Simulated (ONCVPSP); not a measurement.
# An ONCV potential for Re, from input to tests

Task: generate the file, and judge it by its errors in other configurations, its logarithmic derivatives, its ghosts and its cutoff.

The numbers are computed with ONCVPSP 4.0.1.1 (patched build) (PBEsol, scalar-relativistic, spin-unpolarised reference atom).

## (1) Settings

Typed settings, in words:

```json
{
  "element": "rhenium (Re, Z = 75)",
  "type": "optimised norm-conserving Vanderbilt (ONCV)",
  "frozen core": "[Kr] 4d10 4f14 5s2",
  "valence charge": "13",
  "reference configuration": "5p6 5d5 6s2",
  "partial waves": "6s: rc 2.20 bohr, ncon 5, nbas 8, qcut 2.7 1/bohr, 2 projectors, debl 1.4 Ha; 5p: rc 1.95 bohr, ncon 4, nbas 9, qcut 7.4 1/bohr, 2 projectors, debl 1.4 Ha; 5d: rc 2.35 bohr, ncon 4, nbas 8, qcut 7.8 1/bohr, 3 projectors, debl 2.2 Ha",
  "local potential": "polynomial inside 1.30 bohr (lpopt 5, dvloc0 -1 Ha)",
  "core correction": "polynomial model core, fcfact 0.2"
}
```

## (2) Generation

File Re.dat:

```
# ATOM AND REFERENCE CONFIGURATION
# atsym  z   nc   nv     iexc    psfile
  Re 75.00   11    3  -116133      upf
#
#   n    l    f
    1    0    2.00
    2    0    2.00
    2    1    6.00
    3    0    2.00
    3    1    6.00
    3    2   10.00
    4    0    2.00
    4    1    6.00
    4    2   10.00
    4    3   14.00
    5    0    2.00
    5    1    6.00
    5    2    5.00
    6    0    2.00
#
# PSEUDOPOTENTIAL AND OPTIMIZATION
# lmax
    2
#
#   l,   rc,      ep,       ncon, nbas, qcut
    0    2.20    0.00    5    8    2.70
    1    1.95    0.00    4    9    7.40
    2    2.35    0.00    4    8    7.80
#
# LOCAL POTENTIAL
# lloc, lpopt,  rc(5),   dvloc0
    4    5    1.30   -1.00
#
# VANDERBILT-KLEINMAN-BYLANDER PROJECTORs
# l, nproj, debl
    0    2    1.40
    1    2    1.40
    2    3    2.20
#
# MODEL CORE CHARGE
# icmod, fcfact, rcfact
    1    0.20    0.00
#
# LOG DERIVATIVE ANALYSIS
# epsh1, epsh2, depsh
   -3.00    5.00    0.02
#
# OUTPUT GRID
# rlmax, drl
    6.00    0.01
#
# TEST CONFIGURATIONS
# ncnf
    4
# nvcnf
#   n    l    f
    3
    5    1    6.00
    5    2    5.00
    6    0    1.00
#
    3
    5    1    6.00
    5    2    5.00
    6    0    0.00
#
    3
    5    1    6.00
    5    2    4.00
    6    0    0.00
#
    3
    5    1    6.00
    5    2    3.00
    6    0    0.00
#
```

On the command line:

```sh
$ oncvpsp.x < Re.dat > Re.out
```

**Question.** What will these runs give? Wanted: cutoffs for 1 and 0.1 mHa per electron, occupied waves; bound ghosts; GHOST(+) flags; largest test error; largest phase difference near zero energy, channels read; rms error of d²Exc/dn², without and with the model core; projector energies reset by the program.

**Answer**, as computed:

| quantity | value |
| --- | --- |
| cutoffs for 1 and 0.1 mHa per electron, occupied waves | 28 Ha and 34 Ha |
| bound ghosts | s at -71.91 eV |
| GHOST(+) flags | s at 157 eV |
| largest test error (AE − PS) | -36 meV, for 5p6 5d5 6s0 |
| largest phase difference near zero energy, channels read | 0.000 rad |
| rms error of d²Exc/dn², without and with the model core | 5.06 and 0.67 mHa |
| projector energies reset by the program | p: -1.728, 0.250 Ha |

**Reading.** A bound ghost (s) makes it unfit for use: electrons can fall into a state that the atom doesn't have. The worst unpolarised test, 5p6 5d5 6s0, is off by 36 meV on 25.6 eV; by total energies transferability rates as fair. The potential is of middling hardness: the looser tolerance needs 28 Ha. At the looser tolerance the 6s wave is the slowest; 5d needs 16 Ha. Near zero energy the phases of the channels with partial waves agree within 0.001 rad. The pseudo curves have a pole with no partner nearby in the atom's: s at -2.61 Ha. The program also flags highly localised states, GHOST(+) (s). Note that the frozen 4f shell (-42 eV) lies higher than the valence 5p shell (-47 eV).
